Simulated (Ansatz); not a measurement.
**Molecular dynamics of Tl**

Input:

```yaml
accuracy: low
crystal:
  lattice:
    - [10.38, 0.0, 0.0]
    - [-5.19, 8.989344, 0.0]
    - [0.0, 0.0, 11.06508]
  atoms:
    - { symbol: Tl, position: [0.0, 0.0, 0.0] }
    - { symbol: Tl, position: [0.1111111, 0.2222222, 0.25] }
    - { symbol: Tl, position: [0.0, 0.0, 0.5] }
    - { symbol: Tl, position: [0.1111111, 0.2222222, 0.75] }
    - { symbol: Tl, position: [0.0, 0.3333333, 0.0] }
    - { symbol: Tl, position: [0.1111111, 0.5555556, 0.25] }
    - { symbol: Tl, position: [0.0, 0.3333333, 0.5] }
    - { symbol: Tl, position: [0.1111111, 0.5555556, 0.75] }
    - { symbol: Tl, position: [0.0, 0.6666667, 0.0] }
    - { symbol: Tl, position: [0.1111111, 0.8888889, 0.25] }
    - { symbol: Tl, position: [0.0, 0.6666667, 0.5] }
    - { symbol: Tl, position: [0.1111111, 0.8888889, 0.75] }
    - { symbol: Tl, position: [0.3333333, 0.0, 0.0] }
    - { symbol: Tl, position: [0.4444444, 0.2222222, 0.25] }
    - { symbol: Tl, position: [0.3333333, 0.0, 0.5] }
    - { symbol: Tl, position: [0.4444444, 0.2222222, 0.75] }
    - { symbol: Tl, position: [0.3333333, 0.3333333, 0.0] }
    - { symbol: Tl, position: [0.4444444, 0.5555556, 0.25] }
    - { symbol: Tl, position: [0.3333333, 0.3333333, 0.5] }
    - { symbol: Tl, position: [0.4444444, 0.5555556, 0.75] }
    - { symbol: Tl, position: [0.3333333, 0.6666667, 0.0] }
    - { symbol: Tl, position: [0.4444444, 0.8888889, 0.25] }
    - { symbol: Tl, position: [0.3333333, 0.6666667, 0.5] }
    - { symbol: Tl, position: [0.4444444, 0.8888889, 0.75] }
    - { symbol: Tl, position: [0.6666667, 0.0, 0.0] }
    - { symbol: Tl, position: [0.7777778, 0.2222222, 0.25] }
    - { symbol: Tl, position: [0.6666667, 0.0, 0.5] }
    - { symbol: Tl, position: [0.7777778, 0.2222222, 0.75] }
    - { symbol: Tl, position: [0.6666667, 0.3333333, 0.0] }
    - { symbol: Tl, position: [0.7777778, 0.5555556, 0.25] }
    - { symbol: Tl, position: [0.6666667, 0.3333333, 0.5] }
    - { symbol: Tl, position: [0.7777778, 0.5555556, 0.75] }
    - { symbol: Tl, position: [0.6666667, 0.6666667, 0.0] }
    - { symbol: Tl, position: [0.7777778, 0.8888889, 0.25] }
    - { symbol: Tl, position: [0.6666667, 0.6666667, 0.5] }
    - { symbol: Tl, position: [0.7777778, 0.8888889, 0.75] }
basis:
  ecutwfc: 420.0
kpoints:
  mp_grid: { grid: [1, 1, 1] }
hamiltonian:
  xc: pbesol
scf:
  occupations: { method: fermi_dirac, width: 0.1 }
  lower_state_search: "off"
md:
  timestep: 4.5
  n_steps: 250
  ensemble: nvt_langevin
  temperature: 900.0
  initial_velocities: maxwell_boltzmann
  seed: 551212
  friction: 0.02
```

Command:

```bash
$ ansatz run input.yaml --threads 4 --pin off --max-ram 10240MiB --backend cpu --events-out ev --progress --plain --runs-dir out
```

It starts from a structure without forces on its atoms.

Output, in part (step lines):

```
md step     0: t =     0.00 fs  T =   875.0 K  F+E_penalty+E_count = -406632.21798464 eV  E_kin = 4.071690 eV  (9 SCF iters)
md step     1: t =     4.50 fs  T =   836.3 K  F+E_penalty+E_count = -406632.22038936 eV  E_kin = 3.891792 eV  (9 SCF iters)
md step     2: t =     9.00 fs  T =   870.4 K  F+E_penalty+E_count = -406632.22753086 eV  E_kin = 4.050172 eV  (9 SCF iters)
md step     3: t =    13.50 fs  T =   811.3 K  F+E_penalty+E_count = -406632.23905150 eV  E_kin = 3.775327 eV  (9 SCF iters)
md step     4: t =    18.00 fs  T =  1001.7 K  F+E_penalty+E_count = -406632.25477791 eV  E_kin = 4.661438 eV  (7 SCF iters)
md step     5: t =    22.50 fs  T =   939.8 K  F+E_penalty+E_count = -406632.27540897 eV  E_kin = 4.373278 eV  (6 SCF iters)
md step     6: t =    27.00 fs  T =   919.7 K  F+E_penalty+E_count = -406632.29896039 eV  E_kin = 4.279681 eV  (6 SCF iters)
md step     7: t =    31.50 fs  T =   946.8 K  F+E_penalty+E_count = -406632.32246128 eV  E_kin = 4.405977 eV  (6 SCF iters)
[... lines left out ...]
```

The steps, from the saved trajectory:

```json
{"time (fs)": "0.0", "T (K)": "875", "potential energy less start (eV)": "0.000"}
{"time (fs)": "36.0", "T (K)": "923", "potential energy less start (eV)": "-0.128"}
{"time (fs)": "72.0", "T (K)": "742", "potential energy less start (eV)": "-0.181"}
{"time (fs)": "108.0", "T (K)": "990", "potential energy less start (eV)": "-0.162"}
{"time (fs)": "144.0", "T (K)": "1028", "potential energy less start (eV)": "-0.642"}
{"time (fs)": "180.0", "T (K)": "841", "potential energy less start (eV)": "-1.051"}
{"time (fs)": "216.0", "T (K)": "924", "potential energy less start (eV)": "-1.115"}
{"time (fs)": "252.0", "T (K)": "986", "potential energy less start (eV)": "-1.556"}
{"time (fs)": "288.0", "T (K)": "867", "potential energy less start (eV)": "-1.870"}
{"time (fs)": "324.0", "T (K)": "1093", "potential energy less start (eV)": "-1.704"}
{"time (fs)": "360.0", "T (K)": "937", "potential energy less start (eV)": "-1.332"}
{"time (fs)": "396.0", "T (K)": "914", "potential energy less start (eV)": "-0.814"}
{"time (fs)": "432.0", "T (K)": "836", "potential energy less start (eV)": "-0.897"}
{"time (fs)": "468.0", "T (K)": "1027", "potential energy less start (eV)": "-1.003"}
{"time (fs)": "504.0", "T (K)": "954", "potential energy less start (eV)": "-1.649"}
{"time (fs)": "540.0", "T (K)": "806", "potential energy less start (eV)": "-1.815"}
{"time (fs)": "576.0", "T (K)": "880", "potential energy less start (eV)": "-1.680"}
{"time (fs)": "612.0", "T (K)": "1000", "potential energy less start (eV)": "-1.871"}
{"time (fs)": "648.0", "T (K)": "874", "potential energy less start (eV)": "-2.379"}
{"time (fs)": "684.0", "T (K)": "814", "potential energy less start (eV)": "-2.524"}
{"time (fs)": "720.0", "T (K)": "1014", "potential energy less start (eV)": "-3.121"}
{"time (fs)": "756.0", "T (K)": "1011", "potential energy less start (eV)": "-3.100"}
{"time (fs)": "792.0", "T (K)": "829", "potential energy less start (eV)": "-2.775"}
{"time (fs)": "828.0", "T (K)": "932", "potential energy less start (eV)": "-3.138"}
{"time (fs)": "864.0", "T (K)": "989", "potential energy less start (eV)": "-3.802"}
{"time (fs)": "900.0", "T (K)": "941", "potential energy less start (eV)": "-4.106"}
{"time (fs)": "936.0", "T (K)": "1083", "potential energy less start (eV)": "-3.752"}
{"time (fs)": "972.0", "T (K)": "1006", "potential energy less start (eV)": "-3.326"}
{"time (fs)": "1008.0", "T (K)": "1197", "potential energy less start (eV)": "-3.323"}
{"time (fs)": "1044.0", "T (K)": "1025", "potential energy less start (eV)": "-3.706"}
{"time (fs)": "1080.0", "T (K)": "902", "potential energy less start (eV)": "-3.755"}
{"time (fs)": "1116.0", "T (K)": "958", "potential energy less start (eV)": "-3.790"}
```

The run went to its last step. A run of 1.1 ps of so small a system gives no equilibrium averages. Limits of this set-up: coarse k mesh, low accuracy level.

Mean squared displacements from the first frame to the last, about the centre of mass: Tl 0.71 Å².

Last frame:

```xyz
36
Lattice="10.3800 0.0000 0.0000 -5.1900 8.9893 0.0000 0.0000 0.0000 11.0651" Properties=species:S:1:pos:R:3
Tl 0.155 -0.594 -0.648
Tl 0.152 1.844 1.703
Tl -0.170 0.739 5.503
Tl 0.037 1.886 8.465
Tl -2.028 3.069 -0.526
Tl -1.804 4.283 2.624
Tl -2.376 2.898 5.298
Tl -1.725 5.218 8.465
Tl -3.517 5.751 0.370
Tl -2.890 7.961 3.523
Tl -3.775 5.763 4.794
Tl -3.230 7.961 6.998
Tl 3.000 -0.448 0.295
Tl 3.230 1.691 2.981
Tl 4.617 -0.128 5.870
Tl 3.512 2.448 8.344
Tl 1.143 4.188 -0.066
Tl 1.814 5.996 3.225
Tl 1.199 3.276 4.893
Tl 1.428 4.803 7.777
Tl -0.330 6.214 0.798
Tl 0.181 8.513 2.399
Tl -0.616 5.811 5.583
Tl -0.142 8.679 9.271
Tl 7.889 -0.213 0.390
Tl 6.421 2.264 2.941
Tl 7.223 -0.503 5.029
Tl 7.174 1.420 7.366
Tl 5.646 2.139 -0.141
Tl 4.494 4.480 1.953
Tl 4.643 3.197 5.594
Tl 5.528 5.682 8.725
Tl 3.396 5.938 -0.481
Tl 4.448 7.886 2.508
Tl 3.751 6.376 5.701
Tl 2.790 7.802 8.360
```

Run time: 13 min on 4 threads of Intel(R) Xeon(R) 6975P-C (Granite Rapids), on a shared host, peak memory 1.4 GiB.
